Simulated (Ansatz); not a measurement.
# NbSi: how well frozen cores do

Aim: solve NbSi at one geometry with full-potential LAPW, PAW with frozen cores and datasets made for this crystal, and see where they agree. The cell is first relaxed from a guess with PAW; it needn't be the stable phase of this composition.

Computed with Ansatz 0.2.0 (DFT PBE, scalar-relativistic, unless a step's input says otherwise).

### Step 1. The system as given

Symmetry: Fm-3m, No. 225, cubic system. Conventional cell: a = 5.148 Å, b = 5.148 Å, c = 5.148 Å, α = 90.00°, β = 90.00°, γ = 90.00°. Around Nb (site symmetry m-3m) lie 6 Si at 2.57 Å. Around Si (site symmetry m-3m) lie 6 Nb at 2.57 Å.

As a file:

```cif
data_structure
_symmetry_space_group_name_H-M 'Fm-3m'
_symmetry_Int_Tables_number 225
_cell_length_a 5.1485
_cell_length_b 5.1485
_cell_length_c 5.1485
_cell_angle_alpha 90.000
_cell_angle_beta 90.000
_cell_angle_gamma 90.000
_cell_volume 136.47
loop_
_atom_site_label
_atom_site_type_symbol
_atom_site_symmetry_multiplicity
_atom_site_Wyckoff_symbol
_atom_site_fract_x
_atom_site_fract_y
_atom_site_fract_z
_atom_site_occupancy
Nb1 Nb 4 a 0.00000 0.00000 0.00000 1
Si1 Si 4 b 0.50000 0.00000 0.00000 1
```

The file gives the conventional cell by its symmetry; the runs use the cell typed in the input.

Atoms are numbered in the order of the input: Nb1, Si2.

### Step 2. Relaxing the guess with PAW

The input, input.yaml:

```yaml
crystal:
  lattice:
    - [0.0, 2.5742341955, 2.5742341955]
    - [2.5742341955, 0.0, 2.5742341955]
    - [2.5742341955, 2.5742341955, 0.0]
  atoms:
    - { symbol: Nb, position: [0.0, 0.0, 0.0] }
    - { symbol: Si, position: [0.5, 0.5, 0.5] }
kpoints:
  mp_grid: { grid: [14, 14, 14] }
scf:
  occupations: { method: fermi_dirac, width: 0.05 }
hamiltonian:
  xc: pbe
  pseudopotentials: { kind: paw }
output:
  forces: true
  stress: true
relax:
  f_tol: 0.005
  max_steps: 80
  cell: {}
```

On the command line:

```bash
> ansatz run input.yaml --threads 1 --pin off --max-ram 2048MiB --backend cpu --events-out ev --progress --plain --runs-dir out
```

Further steps of the session: Full-potential LAPW; PAW with frozen cores; Datasets made for this crystal.

**Question.** What will these runs give? Wanted: pressure; gap; Bader charges.

As calculated:

| quantity | value |
| --- | --- |
| pressure | LAPW 0.00, PAW 0.03, crystal datasets 0.00 GPa |
| gap (LAPW) | none |
| Bader charges (PAW) | Nb1 +0.88, Si2 -0.88 e |

The pressure is within half a GPa of zero, so the volume is close to equilibrium at this level. The count of 41 electrons in bands leaves a band partly filled, so there is no gap. Within 0.3 eV of the Fermi level the largest projected share is Nb 4d (73 %). The projection holds only the free atom's occupied shells (Nb 5s, Nb 4d, Si 3s, Si 3p in this range). PAW lies +0.03 GPa from LAPW in pressure.
